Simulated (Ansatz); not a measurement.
Here is an Ansatz input file for LuSe, space group Fm-3m. Write the same calculation for the Python package.

```yaml
crystal:
  lattice:
    - [0.0, 2.788, 2.788]
    - [2.788, 0.0, 2.788]
    - [2.788, 2.788, 0.0]
  atoms:
    - { symbol: Lu, position: [0.0, 0.0, 0.0] }
    - { symbol: Se, position: [0.5, 0.5, 0.5] }
basis:
  ecutwfc: 420.0
kpoints:
  mp_grid:
    grid: [6, 6, 6]
    shift: [0.0, 0.0, 0.0]
  band_path:
    path:
      - [0.375, 0.375, 0.75]
      - [0.0, 0.0, 0.0]
      - [0.5, 0.5, 0.5]
      - [0.5, 0.25, 0.75]
      - [0.5, 0.0, 0.5]
    npoints: 6
hamiltonian:
  xc: lda
scf:
  n_extra_bands: 10
  lower_state_search: "off"
  occupations:
    method: fermi_dirac
  initial_density:
    normalization: atom
output:
  eigenvalues: true
```

The script, `luse.py`:
```python
from collections import Counter

import ansatz as az
import numpy as np
from pymatgen.core import Structure

vectors = np.array([
    [0.0, 2.788, 2.788],
    [2.788, 0.0, 2.788],
    [2.788, 2.788, 0.0],
])
xtal = (
    az.Lattice.of(vectors)
    .atom("Lu", [0.0, 0.0, 0.0])
    .atom("Se", [0.5, 0.5, 0.5])
)

path = [
    ("K", (0.375, 0.375, 0.75)),
    ("G", (0.0, 0.0, 0.0)),
    ("L", (0.5, 0.5, 0.5)),
    ("W", (0.5, 0.25, 0.75)),
    ("X", (0.5, 0.0, 0.5)),
]
calc = (
    xtal.calculation()
    .functional("lda")
    .basis(420)
    .kpoints(6, center="gamma")
    .occupations("fermi_dirac")
    .initial_density(normalization="atom")
    .scf(lower_state_search="off")
    .band_structure([point for _, point in path], intervals=6)
    .scf(extra_bands=10)
    .band_table()
)
result = calc.run(threads=1)
r = result.report

energy = r["free_energy_ev"]
print("LuSe: {:.6f} eV = {:.6f} Ry = {:.6f} Ha".format(energy, energy / 13.605693, energy / 27.211386))
print("Fermi level {:.4f} eV, {} k-points, {} symmetry operations".format(r["fermi_energy_ev"], r["n_kpoints"], r["n_symmetry_ops"]))

gap = None if "band_edges_ev" not in r else r["band_edges_ev"][1] - r["band_edges_ev"][0]
print("gap on the k mesh:", "withheld (metal, or smearing too wide to tell)" if gap is None else f"{gap:.3f} eV")
print("lowest empty less highest filled band, by band count:", round(r["gap_by_band_count_ev"], 3), "eV")

final = Structure(result.lattice.cell_ang, [s.symbol for s in result.lattice.sites], [s.position_frac for s in result.lattice.sites])
shortest = {}
for site, neighbours in zip(final, final.get_all_neighbors(5.0)):
    for other in neighbours:
        pair = "-".join(sorted((site.specie.symbol, other.specie.symbol)))
        shortest[pair] = min(shortest.get(pair, 9e9), other.nn_distance)
for pair, distance in sorted(shortest.items(), key=lambda item: item[1]):
    print(f"shortest {pair:6s} {distance:.4f} A")

bands = result.band_structure()
fermi = bands.fermi_energy_ev
print(f"zero of the bands: {fermi:.3f} eV, the Fermi level found on the SCF mesh")
for spin, channel in enumerate(bands.channels):
    levels = channel.eigenvalues_ev - fermi
    crossing = [b for b in range(levels.shape[1]) if levels[:, b].min() < 0 < levels[:, b].max()]
    print(f"channel {spin}: bands that cross the Fermi level on this path:", [b + 1 for b in crossing] or "none")
    shown = crossing or sorted(np.argsort(np.abs(levels).min(axis=0))[:2])
    for k, row in zip(bands.kpoints_frac, levels[:, shown]):
        print(f"{k[0]:7.3f} {k[1]:7.3f} {k[2]:7.3f}  ", " ".join(f"{e:8.3f}" for e in row))
```

`python luse.py` gives:
```text
LuSe: -19879.607858 eV = -1461.124241 Ry = -730.562121 Ha
Fermi level 15.9061 eV, 16 k-points, 48 symmetry operations
gap on the k mesh: withheld (metal, or smearing too wide to tell)
lowest empty less highest filled band, by band count: -4.051 eV
shortest Lu-Se  2.7880 A
shortest Se-Se  3.9428 A
shortest Lu-Lu  3.9428 A
zero of the bands: 15.906 eV, the Fermi level found on the SCF mesh
channel 0: bands that cross the Fermi level on this path: [21, 22, 23]
  0.375   0.375   0.750     -0.687    2.427    2.958
  0.312   0.312   0.625      0.743    2.230    2.344
  0.250   0.250   0.500      1.447    1.594    1.832
  0.188   0.188   0.375      0.738    0.873    1.312
  0.125   0.125   0.250      0.186    0.287    0.773
  0.062   0.062   0.125     -0.161   -0.120    0.056
  0.000   0.000   0.000     -0.279   -0.279   -0.279
  0.083   0.083   0.083     -0.201   -0.124   -0.124
  0.167   0.167   0.167     -0.116    0.255    0.255
  0.250   0.250   0.250      0.090    0.815    0.815
  0.333   0.333   0.333      0.490    1.519    1.519
  0.417   0.417   0.417      1.099    2.239    2.239
  0.500   0.500   0.500      1.641    2.502    2.603
  0.500   0.458   0.542      1.519    2.298    2.634
  0.500   0.417   0.583      1.315    1.797    2.766
  0.500   0.375   0.625      1.144    1.275    2.926
  0.500   0.333   0.667      0.927    1.030    2.694
  0.500   0.292   0.708      0.857    0.971    1.995
  0.500   0.250   0.750      0.953    0.953    1.608
  0.500   0.208   0.708      0.212    1.592    1.684
  0.500   0.167   0.667     -0.507    1.546    2.361
  0.500   0.125   0.625     -1.176    1.470    2.929
  0.500   0.083   0.583     -1.767    1.345    2.433
  0.500   0.042   0.542     -2.221    1.145    2.005
  0.500   0.000   0.500     -2.410    1.022    1.886
```

Reading the output:
- These settings explore the input space; cutoff and mesh may be short of convergence.
- For a metal this k-point mesh is coarse: on a finer one energies can move by several to tens of meV an atom and pressures by half a GPa or more, differences at one mesh by less.
- Only differences from the Fermi energy are physical; the zero of the scale is a convention.
- A gap by band count of zero or less means overlapping bands, a metal, and at an odd count of electrons it is no gap at all.
- The starting cell is as deposited in a crystallographic database; the results hold for this polymorph, which needn't be the stable one.
- Gaps and levels are Kohn-Sham values on a finite set of k-points, without spin-orbit coupling.
- Run time: 3.7 s on 1 thread of Intel(R) Xeon(R) Platinum 8259CL CPU @ 2.50GHz (Skylake/Cascade Lake) (shared host), peak memory 0.39 GiB.

(Lines on the test bed's own set-up are left out of the output.)
